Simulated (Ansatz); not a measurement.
# WF (quartet): the correlation ladder, def2-TZVPP

One table from this session's results is given with a row withheld; the runs are named, their logs left out.

Program: Ansatz 0.2.0, Gaussian basis. Level of theory: def2-TZVPP, core rule «outside noble gas», up to 5 orbitals frozen. These are calculated values, not measurements.

Plan: UHF; ROHF; CCSD(T) on UHF.

2 further runs of the same task are left out: 2 set aside as unsound or not needed.

## The system

The geometry is a PBE0/def2-TZVP stationary point (not a proven minimum) of the parent state, kept for this charge and spin. No spin-orbit coupling is included. Elements past krypton take def2 core potentials.

2 atoms, charge 0, spin multiplicity 4.

Atoms are counted from 1 here; the program's logs count them from 0.

Bond lengths: W1–F2 1.828 Å.

The first run:

The input, in.yaml:

```yaml
crystal:
  periodic: [false, false, false]
  atoms:
    - {symbol: W, position_ang: [0.000000, 0.000000, 0.000000]}
    - {symbol: F, position_ang: [0.000000, 0.000000, 1.827922]}
basis:
  gaussian: {orbitals: def2-TZVPP}
magnetization: {spin_polarized: true, initial_magnetization: 3}
hamiltonian: {xc: hf}
output: {orbitals: {seedname: orbitals}}
```

On the command line:

```
$ ansatz run in.yaml --threads 1 --pin off --events-out ev --progress --plain --max-ram 4096MiB --backend cpu
```

Steps of the session up to this table: UHF; ROHF; CCSD(T) on UHF.

One table of the session follows, with a row left open; its other results are not shown here.

| method | from UCCSD(T) (kcal/mol) |
| --- | --- |
| ROHF | +257.39 |
| UHF | +245.56 |
| UMP2 | ? |
| UCCSD | +10.25 |
| UCCSD(T) | 0 |

Q: Estimate the row for UMP2 from the others.

As computed: from UCCSD(T) (kcal/mol): +19.57. In the column «from UCCSD(T) (kcal/mol)» it lies between UCCSD (+10.25) and UHF (+245.56).

Caveats from the session: The determinant is far from a pure spin state, so its energy mixes those of several spin states (harmless only where they are near-degenerate, as at dissociation). Warnings: spin contamination; coupled cluster took another determinant than the lowest.
